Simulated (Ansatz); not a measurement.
Born–Oppenheimer molecular dynamics of a periodic cell of 20 atoms, Rb₂Te₂Pt (start crystal Rb2Te2Pt, start structure Immm, volume 1.15 times the crystal's). It goes on from the last frame of an earlier run, with new velocities.

All numbers below come from Ansatz, DFT PBEsol, scalar-relativistic, plane waves, PAW. Settings: accuracy low, cutoff 420 eV, k mesh 2x2x2, fermi-dirac smearing 0.17 eV, no spin polarisation.

```json
{
 "ensemble": "NVT, Langevin thermostat",
 "time step": "4.5 fs",
 "steps asked": "140",
 "set temperature": "1600 K",
 "friction": "0.02 /fs",
 "temperature schedule": "105 steps to 300 K, then 35 steps to 300 K",
 "seed": "716681"
}
```

First frame:

```xyz
20
Lattice="8.4266 0.0000 0.0000 0.0000 8.5955 0.0000 0.0000 0.0000 11.2650" Properties=species:S:1:pos:R:3
Rb 0.244 3.935 2.132
Rb 2.560 -0.458 2.960
Te 1.895 1.734 0.041
Te 0.124 2.676 5.605
Pt 0.529 -0.319 0.240
Rb 4.777 4.092 2.198
Rb 7.304 0.148 3.867
Te 6.574 1.477 0.466
Te 4.785 2.080 5.316
Pt 4.476 0.142 -0.113
Rb 2.990 0.508 7.651
Rb 3.497 4.910 8.413
Te 4.163 5.910 5.585
Te 2.639 7.122 -0.621
Pt 2.355 4.011 5.428
Rb 7.082 0.545 8.395
Rb -0.322 4.315 9.566
Te 0.236 5.855 5.214
Te 6.325 6.637 0.531
Pt 6.460 4.309 5.612
```

Q: What does the run give?

A: The run went to its last step.

```yaml
steps_done: 140
time_covered: 630 fs
mean_temperature_over_the_second_half: 481 K
spread_of_the_potential_energy_over_the_second_half: 26.1 meV per atom
mean_potential_energy_of_the_second_half_above_the_start: -116.7 meV per atom
```

The schedule's set-point averaged 410 K over the second half and the system 481 K, so it lags behind the ramp. A run of 0.63 ps of so small a system gives no equilibrium averages. Limits of this set-up: coarse k mesh, low accuracy level.

Q: What happens to the structure?

A: Mean squared displacements from the first frame to the last, about the centre of mass: Rb 0.47 Å², Te 0.24 Å², Pt 0.12 Å². Another seed would give other details.

Q: How do temperature and energy run in time?

A: 
```json
{"time (fs)": "0.0", "T (K)": "1520", "potential energy less start (eV)": "0.000"}
{"time (fs)": "18.0", "T (K)": "1803", "potential energy less start (eV)": "-0.101"}
{"time (fs)": "36.0", "T (K)": "1504", "potential energy less start (eV)": "-0.140"}
{"time (fs)": "54.0", "T (K)": "1937", "potential energy less start (eV)": "-0.460"}
{"time (fs)": "72.0", "T (K)": "1553", "potential energy less start (eV)": "-0.381"}
{"time (fs)": "90.0", "T (K)": "1789", "potential energy less start (eV)": "0.038"}
{"time (fs)": "108.0", "T (K)": "1161", "potential energy less start (eV)": "0.295"}
{"time (fs)": "126.0", "T (K)": "1275", "potential energy less start (eV)": "0.197"}
{"time (fs)": "144.0", "T (K)": "1124", "potential energy less start (eV)": "0.057"}
{"time (fs)": "162.0", "T (K)": "1147", "potential energy less start (eV)": "-0.161"}
{"time (fs)": "180.0", "T (K)": "1012", "potential energy less start (eV)": "-0.152"}
{"time (fs)": "198.0", "T (K)": "1045", "potential energy less start (eV)": "0.040"}
{"time (fs)": "216.0", "T (K)": "964", "potential energy less start (eV)": "-0.249"}
{"time (fs)": "234.0", "T (K)": "1391", "potential energy less start (eV)": "-0.676"}
{"time (fs)": "252.0", "T (K)": "1036", "potential energy less start (eV)": "-0.786"}
{"time (fs)": "270.0", "T (K)": "1278", "potential energy less start (eV)": "-0.956"}
{"time (fs)": "288.0", "T (K)": "1168", "potential energy less start (eV)": "-1.048"}
{"time (fs)": "306.0", "T (K)": "819", "potential energy less start (eV)": "-1.230"}
{"time (fs)": "324.0", "T (K)": "931", "potential energy less start (eV)": "-1.461"}
{"time (fs)": "342.0", "T (K)": "861", "potential energy less start (eV)": "-1.543"}
{"time (fs)": "360.0", "T (K)": "958", "potential energy less start (eV)": "-1.717"}
{"time (fs)": "378.0", "T (K)": "750", "potential energy less start (eV)": "-1.921"}
{"time (fs)": "396.0", "T (K)": "537", "potential energy less start (eV)": "-2.024"}
{"time (fs)": "414.0", "T (K)": "549", "potential energy less start (eV)": "-2.115"}
{"time (fs)": "432.0", "T (K)": "406", "potential energy less start (eV)": "-2.150"}
{"time (fs)": "450.0", "T (K)": "371", "potential energy less start (eV)": "-2.104"}
{"time (fs)": "468.0", "T (K)": "354", "potential energy less start (eV)": "-2.117"}
{"time (fs)": "486.0", "T (K)": "375", "potential energy less start (eV)": "-2.229"}
{"time (fs)": "504.0", "T (K)": "377", "potential energy less start (eV)": "-2.467"}
{"time (fs)": "522.0", "T (K)": "434", "potential energy less start (eV)": "-2.712"}
{"time (fs)": "540.0", "T (K)": "320", "potential energy less start (eV)": "-2.839"}
{"time (fs)": "558.0", "T (K)": "337", "potential energy less start (eV)": "-2.958"}
{"time (fs)": "576.0", "T (K)": "306", "potential energy less start (eV)": "-3.000"}
{"time (fs)": "594.0", "T (K)": "260", "potential energy less start (eV)": "-2.987"}
{"time (fs)": "612.0", "T (K)": "278", "potential energy less start (eV)": "-3.008"}
{"time (fs)": "630.0", "T (K)": "282", "potential energy less start (eV)": "-3.059"}
```

The run took 35 min on 4 threads of Arm Neoverse V2, with other jobs on the host, peak memory 3.7 GiB.
